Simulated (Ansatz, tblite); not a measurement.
**The cluster ScSi₄−: one state, many levels**

Aim: run the singlet of the cluster ScSi₄− at one geometry on many levels, and compare frontier levels, spin and run time.

Program: Ansatz 0.2.0, Gaussian basis. Level of theory: as each input shows. These are calculated values, not measurements.

The runs, in order: GFN1-xTB, GFN2-xTB, PBE-D4/def2-TZVPD, r2SCAN-D4/def2-TZVPD, r2SCANh-D4/def2-TZVPD, ωB97M-V/def2-TZVPD, revPBE-D4/def2-TZVPD, CCSD(T)/def2-TZVPPD, MP2/def2-TZVPD.

1 further run of the same task is left out (set aside as unsound or not needed). Runs told in other sessions of the task aren't counted.

## Step 1: The geometry

The singlet was relaxed beforehand with r2SCAN-D4/def2-SVPD. At that level it is the lowest of the isomers that a small search found.

5 atoms, charge -1, spin multiplicity 1.

Bond lengths: Sc1–Si3 2.509 Å, Sc1–Si4 2.609 Å, Sc1–Si5 2.602 Å, Si2–Si4 2.324 Å, Si2–Si5 2.302 Å, Si3–Si4 2.259 Å. Angles: Si3–Sc1–Si4 52.3°, Si3–Sc1–Si5 105.6°, Si4–Sc1–Si5 53.3°, Si4–Si2–Si5 60.7°, Sc1–Si3–Si4 66.1°, Sc1–Si4–Si2 122.4°, Sc1–Si4–Si3 61.5°, Si2–Si4–Si3 176.1°, Sc1–Si5–Si2 123.7°.

No spin-orbit coupling is included. The ion is computed in the gas phase, without counter-ions or solvent.

PBE0-D4/def2-TZVPD was run before; its log isn't repeated, and its numbers join the tables.

## Step 2: GFN1-xTB

Tight binding, by tblite at 300 K electronic temperature and without a spin-polarisation term:

```python
tblite.interface.Calculator('GFN1-xTB', numbers, positions, charge=-1, uhf=0).singlepoint()
```

Energy -228.5971 eV, HOMO -5.55 eV, LUMO -5.31 eV; 0.03 s.

## Step 3: GFN2-xTB

Tight binding, by tblite at 300 K electronic temperature and without a spin-polarisation term:

```python
tblite.interface.Calculator('GFN2-xTB', numbers, positions, charge=-1, uhf=0).singlepoint()
```

Energy -241.5484 eV, HOMO -6.25 eV, LUMO -5.88 eV; 0.2 s.

## Step 4: PBE-D4/def2-TZVPD

start.molden holds the orbitals of an earlier run on this state, given as this run's starting guess.

Input file in.yaml:

```yaml
crystal:
  periodic: [false, false, false]
  atoms:
    - {symbol: Sc, position_ang: [0.000743, 1.800793, -0.759705]}
    - {symbol: Si, position_ang: [-1.020493, -1.885767, 1.258395]}
    - {symbol: Si, position_ang: [2.098120, 0.473717, -1.126102]}
    - {symbol: Si, position_ang: [0.510069, -0.629832, 0.040941]}
    - {symbol: Si, position_ang: [-1.588449, 0.241089, 0.586462]}
basis:
  gaussian: {orbitals: def2-TZVPD, initial_orbitals: start.molden}
total_charge: -1
hamiltonian: {xc: pbe, dispersion: d4}
scf: {omitted_lower_state_checks: [starts]}
output: {forces: true, orbitals: {seedname: orbitals}}
```

On the command line:

```sh
$ ansatz run in.yaml --threads 4 --pin off --events-out ev --progress --plain --max-ram 4787MiB
```

The runs that follow: r2SCAN-D4/def2-TZVPD; r2SCANh-D4/def2-TZVPD; ωB97M-V/def2-TZVPD; revPBE-D4/def2-TZVPD; CCSD(T)/def2-TZVPPD; MP2/def2-TZVPD.

Q: Predict the results of all the runs planned. Wanted: gap in def2-TZVPD, named functionals, smallest and largest; correlation energy, CCSD(T)/def2-TZVPPD; correlation energy, MP2/def2-TZVPD.

The runs gave:

```
                                                  quantity                                value
gap in def2-TZVPD, named functionals, smallest and largest  0.67 eV (PBE-D4), 4.69 eV (ωB97M-V)
                   correlation energy, CCSD(T)/def2-TZVPPD                            -23.76 eV
                        correlation energy, MP2/def2-TZVPD                            -21.24 eV
```

In words: Over the named functionals in def2-TZVPD the gap runs from 0.67 eV (PBE-D4) to 4.69 eV (ωB97M-V); exact exchange widens it. Notes on CCSD(T)/def2-TZVPPD and its Hartree-Fock reference, which MP2 shares: restricted state is unstable towards broken spin symmetry.
